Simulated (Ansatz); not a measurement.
# One shape, several levels: quartet SiClOF2

Aim: a comparison of 6 runs (U-r2SCAN0/def2-SVP, U-wB97X/def2-SVP, UB3LYP/def2-SVP, UCAM-B3LYP/def2-SVP, UPBE/def2-SVP, UB3LYP/6-31G*) of quartet SiClOF2. 

The results are computed with Ansatz 0.2.0.

70 further runs of the same task are left out: 2 that didn't finish, 68 set aside as unsound or not needed. Runs told in other sessions of the task aren't counted.

**1. The molecule**

SiClOF2: 5 atoms, total charge 0, spin state quartet. SMILES of the parent species: `[O][Si](F)(F)Cl`. The coordinates come from a PBE0-D4/def2-TZVP relaxation. That shape belongs to the parent species and isn't relaxed for this state.

Bond lengths: O1–Si2 1.641 Å, Si2–F3 1.569 Å, Si2–F4 1.569 Å, Si2–Cl5 2.005 Å. Angles: O1–Si2–F3 112.3°, O1–Si2–F4 112.3°, O1–Si2–Cl5 102.8°, F3–Si2–F4 106.3°, F3–Si2–Cl5 111.7°, F4–Si2–Cl5 111.7°.

**2. The energy at U-r2SCAN0/def2-SVP (run 1)**

in.yaml

```yaml
crystal:
  periodic: [false, false, false]
  atoms:
    - {symbol: O, position_ang: [-0.173100, 0.048700, 1.622400]}
    - {symbol: Si, position_ang: [0.071000, -0.092200, 0.005600]}
    - {symbol: F, position_ang: [-0.374600, -1.493300, -0.542700]}
    - {symbol: F, position_ang: [1.581700, 0.074400, -0.383900]}
    - {symbol: Cl, position_ang: [-1.055100, 1.388700, -0.742800]}
basis:
  gaussian: {orbitals: def2-SVP}
magnetization: {spin_polarized: true, initial_magnetization: 3}
hamiltonian: {xc: {name: r2SCAN0}}
accuracy: high
output: {orbitals: {seedname: orbitals}}
```

On the command line:

```console
$ ansatz run in.yaml --threads 1 --pin off --max-ram 2610MiB --events-out events.jsonl --progress --plain --runs-dir runs
```

Output:

```text
Warning: RAYON_NUM_THREADS=1 ignored (pool sized by the plan → 1); use --threads N
Functional definition: r2SCAN0
  name "r2SCAN0"
  parameter a = 0.25
  parameter k0 = 0.174
  parameter k1 = 0.065
  parameter a1 = 4.9479
  exchange = (1 - a)*r2scan_x(k0 = k0, k1 = k1, a1 = a1) + a*exact_x
  correlation = r2scan_c
1500 factors; integrals over basis functions are off by at most 3.6e-9 eV
mean field evaluation 1: about -27836.5405 eV, gradient 5.8e1 eV
mean field evaluation 2: about -27679.5507 eV, gradient 1.8e2 eV
mean field evaluation 4: about -27851.2717 eV, gradient 3.1e1 eV
mean field evaluation 8: about -27856.8839 eV, gradient 8.9e-1 eV
mean field evaluation 16: about -27857.1450 eV, gradient 1.5e-1 eV
mean field evaluation 32: about -27857.1475 eV, gradient 1.5e-4 eV
mean field evaluation 64: about -27857.0983 eV, gradient 1.0e0 eV
mean field -27857.14754028 eV, -1023.7312898527 hartree, gradient 9.1e-8 eV, S^2 3.763845; 6 other end points of the search recorded, 0 dependent functions left out
reference -27857.14754168 eV, -1023.7312899039 hartree; 30, 27 occupied and 48, 51 virtual orbitals, 1500 factors
Total energy: -27857.14754168 eV, -1023.7312899039 hartree
```

Wall time 55 s (1 thread of Intel Xeon Platinum 8259CL at 2.50GHz (Skylake/Cascade Lake), shared host); peak memory 0.51 GiB.

**3. A single-point energy at U-wB97X/def2-SVP (run 2)**

molecule.yaml

```yaml
crystal:
  periodic: [false, false, false]
  atoms:
    - {symbol: O, position_ang: [-0.173100, 0.048700, 1.622400]}
    - {symbol: Si, position_ang: [0.071000, -0.092200, 0.005600]}
    - {symbol: F, position_ang: [-0.374600, -1.493300, -0.542700]}
    - {symbol: F, position_ang: [1.581700, 0.074400, -0.383900]}
    - {symbol: Cl, position_ang: [-1.055100, 1.388700, -0.742800]}
basis:
  gaussian:
    orbitals: def2-SVP
accuracy: high
magnetization:
  spin_polarized: true
  initial_magnetization: 3
hamiltonian:
  xc: {name: wB97X}
output: {orbitals: {seedname: orbitals}}
```

On the command line:

```console
$ ansatz run molecule.yaml --threads 1 --pin off --max-ram 2610MiB --events-out events.jsonl --progress --plain --runs-dir runs
```

Output, cut to the lines that bear on the results:

```text
Warning: RAYON_NUM_THREADS=1 ignored (pool sized by the plan → 1); use --threads N
Functional definition: wB97X
  name "wB97X"
[...]
      + exact_x_lr(omega)
[...]
      + integral(e_c_pw_opposite_spin*poly(b97_u_opposite, 1, cos1, cos2, cos3, cos4))
1500 factors; integrals over basis functions are off by at most 3.6e-9 eV
289 factors; integrals over basis functions are off by at most 1.7e-9 eV
[...]
mean field -27860.74685186 eV, -1023.8635621134 hartree, gradient 1.6e-8 eV, S^2 3.761865; 6 other end points of the search recorded, 0 dependent functions left out
reference -27860.74685144 eV, -1023.8635620981 hartree; 30, 27 occupied and 48, 51 virtual orbitals, 1500 factors
Total energy: -27860.74685144 eV, -1023.8635620981 hartree
```

Wall time 88 s (1 thread of Intel Xeon Platinum 8259CL at 2.50GHz (Skylake/Cascade Lake), shared host); peak memory 0.77 GiB.

Runs 3 to 4 aren't shown in full; the table further down has their settings and results.

**4. The energy at UPBE/def2-SVP (run 5)**

Edit in.yaml of step 2 so:

```diff
@@ -11,3 +11,3 @@
 magnetization: {spin_polarized: true, initial_magnetization: 3}
-hamiltonian: {xc: {name: r2SCAN0}}
+hamiltonian: {xc: {name: PBE}}
 accuracy: high
```

On the command line:

```console
$ ansatz run in.yaml --threads 1 --pin off --max-ram 2610MiB --events-out events.jsonl --progress --plain --runs-dir runs
```

Output:

```text
Warning: RAYON_NUM_THREADS=1 ignored (pool sized by the plan → 1); use --threads N
Functional definition: PBE
  name "PBE"
  parameter kappa = 0.804
  parameter beta = 0.06672455060314922
  exchange = pbe_x(kappa = kappa, mu = beta*pi^2/3)
  correlation = pbe_c(beta = beta)
1500 factors; integrals over basis functions are off by at most 3.6e-9 eV
mean field evaluation 1: about -27822.0739 eV, gradient 6.6e1 eV
mean field evaluation 2: about -27523.2454 eV, gradient 2.0e2 eV
mean field evaluation 4: about -27824.8683 eV, gradient 6.6e1 eV
mean field evaluation 8: about -27847.0490 eV, gradient 7.5e0 eV
mean field evaluation 16: about -27847.4171 eV, gradient 3.7e-4 eV
mean field evaluation 32: about -27840.6105 eV, gradient 2.8e1 eV
mean field evaluation 64: about -27845.1664 eV, gradient 5.3e0 eV
mean field -27847.41708610 eV, -1023.3737022568 hartree, gradient 3.0e-8 eV, S^2 3.754083; 8 other end points of the search recorded, 0 dependent functions left out
reference -27847.41708978 eV, -1023.3737023920 hartree; 30, 27 occupied and 48, 51 virtual orbitals, 1500 factors
Total energy: -27847.41708978 eV, -1023.3737023920 hartree
```

Run time: 17 s. Hardware: 1 thread of Intel Xeon Platinum 8259CL at 2.50GHz (Skylake/Cascade Lake), shared host; peak memory 0.25 GiB.

**5. A single-point energy at UB3LYP/6-31G(d) (Cartesian functions) (run 6)**

input.yaml

```yaml
crystal:
  periodic: [false, false, false]
  atoms:
    - {symbol: O, position_ang: [-0.173100, 0.048700, 1.622400]}
    - {symbol: Si, position_ang: [0.071000, -0.092200, 0.005600]}
    - {symbol: F, position_ang: [-0.374600, -1.493300, -0.542700]}
    - {symbol: F, position_ang: [1.581700, 0.074400, -0.383900]}
    - {symbol: Cl, position_ang: [-1.055100, 1.388700, -0.742800]}
basis:
  gaussian:
    orbitals: "6-31G*"
magnetization:
  spin_polarized: true
  initial_magnetization: 3
hamiltonian:
  xc: {name: B3LYP}
output: {orbitals: {seedname: orbitals}}
accuracy: high
```

On the command line:

```console
$ ansatz run input.yaml --threads 1 --pin off --max-ram 2610MiB --events-out events.jsonl --progress --plain --runs-dir runs
```

Output:

```text
Warning: RAYON_NUM_THREADS=1 ignored (pool sized by the plan → 1); use --threads N
Functional definition: B3LYP
  name "B3LYP"
  parameter a0 = 0.2
  parameter ax = 0.72
  parameter ac = 0.81
  exchange = (1 - a0 - ax)*slater_x + ax*b88_x + a0*exact_x
  correlation = (1 - ac)*vwn_rpa_c + ac*lyp_c
1654 factors; integrals over basis functions are off by at most 3.6e-9 eV
mean field evaluation 1: about -27854.3620 eV, gradient 6.1e1 eV
mean field evaluation 2: about -27642.4182 eV, gradient 1.7e2 eV
mean field evaluation 4: about -27859.2883 eV, gradient 5.8e1 eV
mean field evaluation 8: about -27875.6187 eV, gradient 6.8e-1 eV
mean field evaluation 16: about -27875.7705 eV, gradient 3.1e-1 eV
mean field evaluation 32: about -27875.7712 eV, gradient 9.6e-5 eV
mean field evaluation 64: about -27875.7107 eV, gradient 3.0e0 eV
mean field -27875.77117201 eV, -1024.4156956949 hartree, gradient 9.5e-8 eV, S^2 3.758436; 6 other end points of the search recorded, 0 dependent functions left out
reference -27875.77120823 eV, -1024.4156970261 hartree; 30, 27 occupied and 53, 56 virtual orbitals, 1654 factors
Total energy: -27875.77120823 eV, -1024.4156970261 hartree
```

Run time: 27 s. Hardware: 1 thread of Intel Xeon Platinum 8259CL at 2.50GHz (Skylake/Cascade Lake), shared host; peak memory 0.41 GiB.

**6. The series**

| run | level | Cartesian functions | energy (Eh) | HOMO energy (eV) | ⟨S²⟩ | wall time |
| --- | --- | --- | --- | --- | --- | --- |
| 1 | U-r2SCAN0/def2-SVP | no | -1023.731290 | -1.36 | 3.764 | 55 s |
| 2 | U-wB97X/def2-SVP | no | -1023.863562 | -3.27 | 3.762 | 88 s |
| 3 | UB3LYP/def2-SVP | no | -1023.983439 | -1.16 | 3.758 | 27 s |
| 4 | UCAM-B3LYP/def2-SVP | no | -1023.896942 | -2.42 | 3.760 | 30 s |
| 5 | UPBE/def2-SVP | no | -1023.373702 | -0.53 | 3.754 | 17 s |
| 6 | UB3LYP/6-31G* (Cartesian functions) | yes | -1024.415697 | -1.48 | 3.758 | 27 s |

**7. Results**

```
                                 quantity           value
                      run 6: total energy  -1024.41570 Eh
run 6: HOMO energy (highest over α and β)        -1.48 eV
                              run 6: ⟨S²⟩           3.758
```

In words: Totals of different functionals can't be ranked against each other. All runs together took 4.1 min, the longest 88 s.
